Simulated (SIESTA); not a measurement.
## Bi3O2 under changes of volume

One of the cells (22.704 Å³/atom); the others are scaled copies at fixed shape and fractional positions:

```
CELL_PARAMETERS angstrom
-1.98865 1.98865 7.17612
1.98865 -1.98865 7.17612
1.98865 1.98865 -7.17612
ATOMIC_POSITIONS crystal
Bi 0.00000 0.00000 0.00000
Bi 0.66077 0.66077 0.00000
Bi 0.33923 0.33923 0.00000
O 0.75000 0.25000 0.50000
O 0.25000 0.75000 0.50000
```

The cell comes from a database or a generator and needn't be the stable form of this composition.

| Property | Result |
| --- | --- |
| Program | SIESTA 5.4.2 |
| Functional | PBEsol |
| Potentials or basis | PseudoDojo 0.4 standard (PBEsol files) |
| Basis | DZP (energy shift 0.003 Ry; two zetas on semicore shells) |
| Grid cutoff | 800 Ry |
| Energy shift | 0.003 Ry |
| k mesh | 9 × 9 × 9 |
| Occupations | fermi-dirac, width 0.05 eV |
| Spin | no spin polarisation |

```tsv
volume (Å³/atom)	energy over the lowest point (meV/atom)	pressure (GPa)	largest force (eV/Å)
20.923	?	?	?
21.368	4.64	2.7	0.800
21.813	0.00	0.7	0.516
22.704	6.10	-2.7	0.003
23.149	15.80	-4.2	0.226
23.594	29.35	-5.5	0.443
```

Problem. What does the run at 20.923 Å³/atom give?

Solution. Energy over the lowest point 15.35 meV/atom; pressure 5.0 GPa; largest force 1.124 eV/Å.

Worked out: A Birch-Murnaghan fit of order 3 (a polynomial in V^(-2/3)) to the other rows has its minimum at 21.98 Å³/atom with B0 = V·E''(V) = 90 GPa and B' = 4.3 at fixed shape and positions, which overstates the stiffness. It gives 15.18 meV/atom at 20.923 Å³/atom, against the run's 15.35, and -dE/dV = 4.9 GPa, against 5.0.

Energies are extrapolated to zero smearing.

Caveats: the basis of atomic orbitals isn't converged, which shifts pressures, moduli and gaps; an odd number of electrons without spin polarisation forces a metal; a magnetic or distorted state may lie lower.
